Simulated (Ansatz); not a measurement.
**InSb3: how well frozen cores do**

The same cell of InSb3 is computed with LAPW, all electrons, PAW with frozen cores and all-electron PAW on datasets made for the crystal, to set the results side by side.

Method: DFT PBE, scalar-relativistic, in Ansatz 0.2.0.

1 further run of the same task is left out (it didn't finish).

## 1. The starting structure

It takes space group Fm-3m (No. 225, cubic). The conventional cell has a = 7.589 Å, b = 7.589 Å, c = 7.589 Å, α = 90.00°, β = 90.00°, γ = 90.00°. In (site symmetry m-3m) has 8 Sb at 3.29 Å as nearest neighbours. Sb (site symmetry -43m) has 4 In at 3.29 Å and 4 Sb at 3.29 Å as nearest neighbours. Sb (site symmetry m-3m) is surrounded by 8 Sb at 3.29 Å.

Structure file:

```xyz
4
Lattice="0.0000 3.7946 3.7946 3.7946 0.0000 3.7946 3.7946 3.7946 0.0000" Properties=species:S:1:pos:R:3 pbc="T T T"
In    0.0000    0.0000    0.0000
Sb    1.8973    1.8973    1.8973
Sb    5.6918    5.6918    5.6918
Sb    3.7946    3.7946    3.7946
```

The cell is one relaxed in the Materials Project, used as it stands.

Atoms are numbered in the order of the input: In1, Sb2, Sb3, Sb4.

## 2. LAPW, all electrons

input.yaml reads:

```yaml
crystal:
  lattice:
    - [0.0, 3.794555, 3.794555]
    - [3.794555, 0.0, 3.794555]
    - [3.794555, 3.794555, 0.0]
  atoms:
    - { symbol: In, position: [0.0, 0.0, 0.0] }
    - { symbol: Sb, position: [0.25, 0.25, 0.25] }
    - { symbol: Sb, position: [0.75, 0.75, 0.75] }
    - { symbol: Sb, position: [0.5, 0.5, 0.5] }
kpoints:
  mp_grid: { grid: [9, 9, 9] }
  band_path:
    path:
      - [0.0, 0.0, 0.0]
      - [0.5, 0.0, 0.5]
      - [0.625, 0.25, 0.625]
      - [0.375, 0.375, 0.75]
      - [0.0, 0.0, 0.0]
      - [0.5, 0.5, 0.5]
      - [0.5, 0.25, 0.75]
      - [0.5, 0.0, 0.5]
    npoints: 14
scf:
  occupations: { method: fermi_dirac, width: 0.05 }
hamiltonian:
  xc: pbe
  pseudopotentials: { kind: all_electron, lapw: { basis_error: 0.0005 } }
output:
  forces: true
  stress: true
  eigenvalues: true
  populations: true
  dos: { projected: true, de: 0.2, e_range: [-14, 8] }
```

Started as:

```bash
$ ansatz run input.yaml --threads 1 --pin off --max-ram 4096MiB --backend cpu --events-out ev --progress --plain --runs-dir out
```

## 3. PAW with frozen cores

input.yaml, as its differences from that of step 2:

```diff
@@ -27,3 +27,3 @@
   xc: pbe
-  pseudopotentials: { kind: all_electron, lapw: { basis_error: 0.0005 } }
+  pseudopotentials: { kind: paw }
 output:
@@ -32,3 +32,9 @@
   eigenvalues: true
+  efg: { contact_densities: true }
   populations: true
+  bader: true
   dos: { projected: true, de: 0.2, e_range: [-14, 8] }
+  write_density: true
+  write_potential: true
+  elf: true
+  volumetric_format: npy
```

## 4. All-electron PAW on datasets made for the crystal

input.yaml, as its differences from that of step 3:

```diff
@@ -22,3 +22,3 @@
       - [0.5, 0.0, 0.5]
-    npoints: 14
+    npoints: 8
 scf:
@@ -27,3 +27,3 @@
   xc: pbe
-  pseudopotentials: { kind: paw }
+  pseudopotentials: { kind: all_electron, datasets: crystal }
 output:
@@ -33,8 +33 @@
   efg: { contact_densities: true }
-  populations: true
-  bader: true
-  dos: { projected: true, de: 0.2, e_range: [-14, 8] }
-  write_density: true
-  write_potential: true
-  elf: true
-  volumetric_format: npy
```

(Steps that only read results are left out.)

**Question.** What will these runs give? Wanted: pressure; gap; Bader charges; highest ELF.

As calculated:

| quantity | value |
| --- | --- |
| pressure | LAPW 0.35, PAW 0.34, crystal datasets 0.35 GPa |
| gap (LAPW) | none |
| Bader charges (PAW) | In1 +0.28, Sb2 -0.15, Sb4 +0.02 e |
| highest ELF (PAW) | 0.49, 1.34 Å from Sb |

In words: The pressure is within half a GPa of zero, so the volume is close to equilibrium at this level. There is no gap at this level; the crystal is a metal here. Sb 5p carries the largest share, 73 %, of the projected states within 0.3 eV of the Fermi level. The projection holds only the free atom's occupied shells (In 5s, In 5p, Sb 5s, Sb 5p in this range). PAW lies less than 0.01 GPa from LAPW in pressure. LAPW took about 1.5 times as long as PAW (36 s against 24 s, on a shared host and with the outputs that each input asks for). Spin-orbit coupling is left out, though the cell holds Sb; in elements this heavy it can shift bands and gaps by tenths of an eV.
